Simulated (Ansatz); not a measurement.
# ScAs2: the cost of one run

Method: DFT PBE, scalar-relativistic, plane waves, PAW, in Ansatz 0.2.0.

2 further runs of the same task are left out: 1 that didn't finish, 1 set aside as unsound or not needed.

### 1 The starting structure

It takes space group P4_2/mnm (No. 136, tetragonal). Conventional cell: a = 5.827 Å, b = 5.827 Å, c = 3.753 Å, α = 90.00°, β = 90.00°, γ = 90.00°. Sc (site symmetry mmm) is surrounded by 6 As at 2.47 to 2.51 Å. As (site symmetry m2m) is surrounded by 3 Sc at 2.47 to 2.51 Å.

As a file:

```xyz
6
Lattice="5.8275 0.0000 0.0000 0.0000 5.8275 0.0000 0.0000 0.0000 3.7529" Properties=species:S:1:pos:R:3 pbc="T T T"
Sc    0.0000    0.0000    0.0000
Sc    2.9137    2.9137    1.8765
As    1.7771    1.7771    0.0000
As    1.1366    4.6909    1.8765
As    4.0503    4.0503    0.0000
As    4.6909    1.1366    1.8765
```

Recipe of the guess: species swapped into a database cell of TiO2 (P4_2/mnm, No. 136), with Sc on the Ti sites and As on the O sites. The dimensions are guesses.

### 2 The guess as it stands, on a coarse mesh

Contents of input.yaml:

```yaml
crystal:
  lattice:
    - [5.82748302, 0.0, 0.0]
    - [0.0, 5.82748302, 0.0]
    - [0.0, 0.0, 3.75292878]
  atoms:
    - { symbol: Sc, position: [0.0, 0.0, 0.0] }
    - { symbol: Sc, position: [0.5, 0.5, 0.5] }
    - { symbol: As, position: [0.30496001, 0.30496001, 0.0] }
    - { symbol: As, position: [0.19503999, 0.80496001, 0.5] }
    - { symbol: As, position: [0.69503999, 0.69503999, 0.0] }
    - { symbol: As, position: [0.80496001, 0.19503999, 0.5] }
basis:
  ecutwfc: 420
kpoints:
  mp_grid: { grid: [4, 4, 4] }
hamiltonian:
  xc: pbe
scf:
  occupations: { method: gaussian, width: 0.1 }
  lower_state_search: "off"
output:
  forces: true
  stress: true
  eigenvalues: true
```

Run with:

```
$ ansatz run input.yaml --threads 1 --pin off --max-ram 2560MiB --backend cpu --events-out ev --progress --plain --runs-dir out
```

Q: Estimate wall time and peak memory on 1 thread of AMD EPYC 7R32 (Zen 2), shared host.

About 4.8 s, with a peak of 0.48 GiB.
